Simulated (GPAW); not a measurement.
The system is Ta3AsAu2O13.

```
Ta As Au O
1.0
     5.24237    3.02668    4.14273
    -5.24237    3.02668    4.14273
     0.00000   -6.05337    4.14273
Ta As Au O
3 1 2 13
Direct
  0.23108 0.57229 0.23108
  0.23108 0.23108 0.57229
  0.57229 0.23108 0.23108
  0.55878 0.55878 0.55878
  0.96559 0.96559 0.96559
  0.75105 0.75105 0.75105
  0.40884 0.66762 0.40884
  0.40884 0.40884 0.66762
  0.66762 0.40884 0.40884
  0.49726 0.01313 0.36024
  0.36024 0.49726 0.01313
  0.01313 0.36024 0.49726
  0.36024 0.01313 0.49726
  0.01313 0.49726 0.36024
  0.49726 0.36024 0.01313
  0.10963 0.74806 0.10963
  0.10963 0.10963 0.74806
  0.74806 0.10963 0.10963
  0.30840 0.30840 0.30840
```

The cell was built by a generator and needn't be a form met in nature.

Base run:

- Program: GPAW 26.7.0
- Functional: PBE
- Potentials or basis: GPAW PAW data sets (gpaw-data 1.2.1)
- Cutoff: 800 eV
- Basis: pw
- k mesh: 3 × 3 × 3
- Occupations: fermi-dirac, width 0.05 eV
- Spin: no spin polarisation

Its results: band gap on the k mesh 1.11 eV, indirect (least direct gap 1.16 eV); pressure 0.8 GPa; largest force 0.264 eV/Å.

Question: The run is repeated on the same cell with these changes: functional from PBE to AM05; potentials or basis from GPAW PAW data sets (gpaw-data 1.2.1) to PAW data sets generated in the run's folder for this functional. What comes out?

Answer: Band gap on the k mesh 1.07 eV, indirect (least direct gap 1.11 eV); pressure -2.0 GPa; largest force 0.507 eV/Å.

Caveats: with this Au data set, volumes or pressures lay over 1.5 % or 2 GPa off other programs in two to four cells of ten; spin-orbit coupling is left out, which moves the levels of the heavy elements; an odd mesh through Γ misses points on the zone boundary, where band edges often lie (some runs).
